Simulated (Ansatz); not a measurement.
# Rb2N: the cost of one run

Computed with Ansatz 0.2.0 (DFT PBE, scalar-relativistic, plane waves, PAW, unless a step's input says otherwise).

3 further runs of the same task are left out: 3 set aside as unsound or not needed.

### Step 1. The system as given

The structure is cubic, space group Fm-3m (No. 225). Conventional cell: a = 7.041 Å, b = 7.041 Å, c = 7.041 Å, α = 90.00°, β = 90.00°, γ = 90.00°. Around Rb (site symmetry -43m) lie 4 N at 3.05 Å. N (site symmetry m-3m) has 8 Rb at 3.05 Å as nearest neighbours.

Coordinates:

```
CELL_PARAMETERS angstrom
0.00000 3.52036 3.52036
3.52036 0.00000 3.52036
3.52036 3.52036 0.00000
ATOMIC_POSITIONS crystal
Rb 0.25000 0.25000 0.25000
Rb 0.75000 0.75000 0.75000
N 0.00000 0.00000 0.00000
```

This is candidate A: anti-fluorite type (Fm-3m, No. 225).

(A quick probe on a coarse mesh, which set the mesh and smearing, is not shown.)

### Step 3. The relaxation (candidate A)

input.yaml reads:

```yaml
crystal:
  lattice:
    - [0.0, 3.5203593165, 3.5203593165]
    - [3.5203593165, 0.0, 3.5203593165]
    - [3.5203593165, 3.5203593165, 0.0]
  atoms:
    - { symbol: Rb, position: [0.25, 0.25, 0.25] }
    - { symbol: Rb, position: [0.75, 0.75, 0.75] }
    - { symbol: "N", position: [0.0, 0.0, 0.0], spin: 1.09 }
basis:
  ecutwfc: 420
kpoints:
  mp_grid: { grid: [12, 12, 12] }
hamiltonian:
  xc: pbe
scf:
  occupations: { method: gaussian, width: 0.1 }
output:
  forces: true
  stress: true
  eigenvalues: true
  populations: true
magnetization:
  spin_polarized: true
relax:
  adjacent_minimum: "off"
  f_tol: 0.01
  max_steps: 80
  cell: { stress_tol: 0.05 }
```

On the command line:

```bash
$ ansatz run input.yaml --threads 1 --pin off --max-ram 2560MiB --backend cpu --events-out ev --progress --plain --runs-dir out
```

Q: Estimate wall time and peak memory on 1 thread of AMD EPYC 9R45 (Zen 5), shared host.

About 27 s, with a peak of 0.55 GiB.
